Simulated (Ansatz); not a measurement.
Runs of Ansatz 0.2.0 on NbTe. Symmetry: P-6m2, No. 187, hexagonal system. Conventional cell: a = 3.703 Å, b = 3.703 Å, c = 3.694 Å, α = 90.00°, β = 90.00°, γ = 120.00°. Around Te (site symmetry -6m2) lie 6 Nb at 2.83 Å. Nb (site symmetry -6m2) has 6 Te at 2.83 Å as nearest neighbours. The cell comes from a database or a generator and needn't be the stable form of this composition.

```tsv
level	U	hubbard projectors	double counting	gap on the mesh (eV)	pressure (GPa)
LDA+U	Nb d U = 3 eV	ortho-atomic (the default)	fll (the default)	none	-6.9
LDA+U	Nb d U = 5 eV	ortho-atomic (the default)	fll (the default)	none	(b)
LDA+U	Nb d U = 2 eV	ortho-atomic (the default)	fll (the default)	none	-7.2
LDA+U	Nb d U = 1 eV	ortho-atomic (the default)	fll (the default)	none	-7.3
LDA	-	-	-	none	-7.5
LDA+U	Nb d U = 6 eV	ortho-atomic (the default)	fll (the default)	none	-3.2
LDA+U	Nb d U = 8 eV	ortho-atomic (the default)	fll (the default)	none	(c)
LDA+U	Nb d U = 4 eV	ortho-atomic (the default)	fll (the default)	none	(a)
```

Alike in all rows: task band structure; potentials or basis Ansatz PAW; no spin polarisation; cell as given; k mesh 8 × 8 × 7; cutoff (eV) 420; smearing fermi-dirac 0.05 eV.

Q: Fill in the values left out.

A: (a) -6.7; (b) -6.2; (c) 6.1.

Caveats: spin-orbit coupling is left out, which moves the levels of the heavy elements; the PAW data sets come from PBE, with cores solved anew for the run's functional, which leaves a small shift of forces and pressure; U without spin polarisation on a metal has little footing (some runs); the U is typed as a test and isn't derived for this compound (some runs).

A k mesh can miss the band edges, and the runs leave out spin-orbit coupling on Nb, Te.

A gap of «none» marks a metal or a gap under the smearing width.
